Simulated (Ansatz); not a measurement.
Geometry optimisation, Ansatz, DFT PBEsol, scalar-relativistic, plane waves, PAW.

Input:

```yaml
crystal:
  lattice:
    - [8.1, 0.0, 0.0]
    - [0.0, 8.1, 0.0]
    - [0.0, 0.0, 8.1]
  atoms:
    - { symbol: Al, position: [0.5, 0.0, 0.0] }
    - { symbol: Al, position: [0.75, 0.25, 0.0] }
    - { symbol: Al, position: [0.75, 0.0, 0.25] }
    - { symbol: Al, position: [0.0, 0.0, 0.0] }
    - { symbol: Al, position: [0.25, 0.25, 0.0] }
    - { symbol: Al, position: [0.5, 0.5, 0.0] }
    - { symbol: Al, position: [0.75, 0.75, 0.0] }
    - { symbol: Al, position: [0.25, 0.0, 0.25] }
    - { symbol: Al, position: [0.5, 0.25, 0.25] }
    - { symbol: Al, position: [0.75, 0.5, 0.25] }
    - { symbol: Al, position: [0.5, 0.0, 0.5] }
    - { symbol: Al, position: [0.75, 0.25, 0.5] }
    - { symbol: Al, position: [0.75, 0.0, 0.75] }
    - { symbol: Al, position: [0.0, 0.5, 0.0] }
    - { symbol: Al, position: [0.25, 0.75, 0.0] }
    - { symbol: Al, position: [0.0, 0.25, 0.25] }
    - { symbol: Al, position: [0.25, 0.5, 0.25] }
    - { symbol: Al, position: [0.5, 0.75, 0.25] }
    - { symbol: Al, position: [0.0, 0.0, 0.5] }
    - { symbol: Al, position: [0.25, 0.25, 0.5] }
    - { symbol: Al, position: [0.5, 0.5, 0.5] }
    - { symbol: Al, position: [0.75, 0.75, 0.5] }
    - { symbol: Al, position: [0.25, 0.0, 0.75] }
    - { symbol: Al, position: [0.5, 0.25, 0.75] }
    - { symbol: Al, position: [0.75, 0.5, 0.75] }
    - { symbol: Al, position: [0.0, 0.75, 0.25] }
    - { symbol: Al, position: [0.0, 0.5, 0.5] }
    - { symbol: Al, position: [0.25, 0.75, 0.5] }
    - { symbol: Al, position: [0.0, 0.25, 0.75] }
    - { symbol: Al, position: [0.25, 0.5, 0.75] }
    - { symbol: Al, position: [0.5, 0.75, 0.75] }
    - { symbol: Al, position: [0.0, 0.75, 0.75] }
    - { symbol: H, position: [0.247854, 0.5044201, 0.4953496] }
basis:
  ecutwfc: 420.0
kpoints:
  mp_grid: { grid: [3, 3, 3] }
hamiltonian:
  xc: pbesol
scf:
  occupations: { method: fermi_dirac, width: 0.15 }
  lower_state_search: "off"
relax:
  f_tol: 0.03
  max_steps: 60
  adjacent_minimum: "off"
```

Run as:

```bash
$ ansatz run input.yaml --threads 4 --pin off --max-ram 10240MiB --backend cpu --events-out ev --progress --plain --runs-dir out
```

Task: Where does it end, and by what steps?

Result: It converged. Limits of this set-up: coarse k mesh, odd electron count without spin, a small cell, in which the defect meets its images, a typed lattice constant that wasn't relaxed here. After 2 steps the energy has fallen by 0.049 eV; Al17 moved furthest, 0.05 Å.

| step | energy less start (eV) | largest force component (eV/Å) | accepted |
| --- | --- | --- | --- |
| 0 | 0.0000 | 0.384 | yes |
| 1 | -0.0481 | 0.040 | yes |
| 2 | -0.0492 | 0.014 | yes |

```xyz
33
Lattice="8.1000 0.0000 0.0000 0.0000 8.1000 0.0000 0.0000 0.0000 8.1000" Properties=species:S:1:pos:R:3
Al 4.057 0.000 0.000
Al 6.075 2.018 0.000
Al 6.075 0.000 2.018
Al -0.007 0.000 0.000
Al 2.025 2.014 -0.001
Al 4.061 4.050 -0.001
Al 6.075 6.082 0.000
Al 2.025 0.000 2.014
Al 4.048 2.028 2.027
Al 6.075 4.050 2.014
Al 4.061 0.001 4.050
Al 6.075 2.014 4.050
Al 6.075 0.000 6.082
Al -0.011 4.050 0.000
Al 2.025 6.086 0.000
Al 0.002 2.028 2.027
Al 2.025 4.049 1.977
Al 4.048 6.073 2.027
Al -0.011 0.000 4.050
Al 2.025 1.982 4.051
Al 4.094 4.049 4.051
Al 6.075 6.086 4.050
Al 2.025 0.001 6.086
Al 4.048 2.028 6.072
Al 6.075 4.050 6.086
Al 0.002 6.073 2.027
Al -0.046 4.049 4.051
Al 2.025 6.123 4.051
Al 0.002 2.028 6.072
Al 2.025 4.049 6.118
Al 4.048 6.073 6.072
Al 0.002 6.073 6.072
H 2.010 4.082 4.017
```

Whether the end is a true minimum wasn't checked by a vibrational analysis.

Run time: 16 s on 4 threads of Intel(R) Xeon(R) 6975P-C (Granite Rapids) (shared host), peak memory 1.4 GiB.
